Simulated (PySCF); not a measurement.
**A gas-phase reaction: CH5FSi + N2O → CH5FOSi + N2**

Aim: the reaction energy of `C[SiH2]F` + `[N-]=[N+]=O` → `C[SiH](O)F` + `N#N`.

Computed with PySCF 2.14.0; each step states its level. No surroundings beyond the atoms listed, unless a continuum is named. Atoms count from 0, parts from 1.

## 1. Starting point

Each species was relaxed by itself at PBE0-D3(BJ)/def2-SVPD.

## 2. Energies of the species: wB97M-D3(BJ)/def2-TZVPD

What the job is given:

```
{"job": {"kind": "react", "xc": "wB97M-D3(BJ)", "basis": "def2-TZVPD"}, "charge": 0, "multiplicity": 1}
-1 CH5FSi charge 0 multiplicity 1
C     -0.849630     0.204580     0.484370
Si     0.726050    -0.252480    -0.391240
F      1.029250     0.865990    -1.558800
H     -0.767540     1.195170     0.954790
H     -1.699010     0.223030    -0.213880
H     -1.071480    -0.530910     1.273040
H      1.900050    -0.240900     0.526200
H      0.622430    -1.570540    -1.078400

-1 N2O charge 0 multiplicity 1
N      1.146410     0.003780     0.007970
N      0.021720    -0.011850     0.005570
O     -1.155040    -0.028220     0.003070

+1 CH5FOSi charge 0 multiplicity 1
C     -1.239610    -0.197560    -0.069590
Si     0.513370     0.366940     0.064690
O      1.476610    -0.985100     0.048940
F      0.879260     1.304060    -1.230800
H     -1.498870    -0.848290     0.778000
H     -1.928600     0.658950    -0.073690
H     -1.383510    -0.767030    -0.999100
H      0.815400     1.219650     1.245830
H      2.423970    -0.884140     0.160630

+1 N2 charge 0 multiplicity 1
N      0.510930     0.122940     0.157940
N     -0.510950    -0.122940    -0.157930
```

Level: wB97M-D3(BJ)/def2-TZVPD reaction energy of separated species, gas phase.

Launch:

```sh
$ OMP_NUM_THREADS=1 python cluster_run.py task.json out
```

This one command runs all jobs of the session in turn.

**Question.** The jobs that follow are: PBE0-D3(BJ)/def2-TZVPD reaction energy of separated species, gas phase. Predict: reaction energy (wB97M-D3(BJ)/def2-TZVPD); ΔH, ΔG at 298 K (xTB thermal terms). Thermal terms come from harmonic xTB runs on each species.

The runs gave:

| quantity | value |
| --- | --- |
| reaction energy (wB97M-D3(BJ)/def2-TZVPD) | -103.7 kcal/mol |
| ΔH, ΔG at 298 K (xTB thermal terms) | -103.4, -103.5 kcal/mol |
| range of the reaction energy over the runs of this table | -103.7 to -92.05 kcal/mol |

**Reading.** The reaction is exothermic by 103.4 kcal/mol in the gas phase; dispersion gives -0.22, and xTB itself gave -21.73 for the electronic energy (xTB energies and thermal terms come from the earlier relaxation of each species, not shown). No barrier was sought. xTB and this level differ widely in the electronic energy, so what comes from xTB (the thermal terms above all) is less safe here. The reaction energy runs from -103.7 (wB97M-D3(BJ)/def2-TZVPD) to -92.05 kcal/mol (PBE0-D3(BJ)/def2-TZVPD).
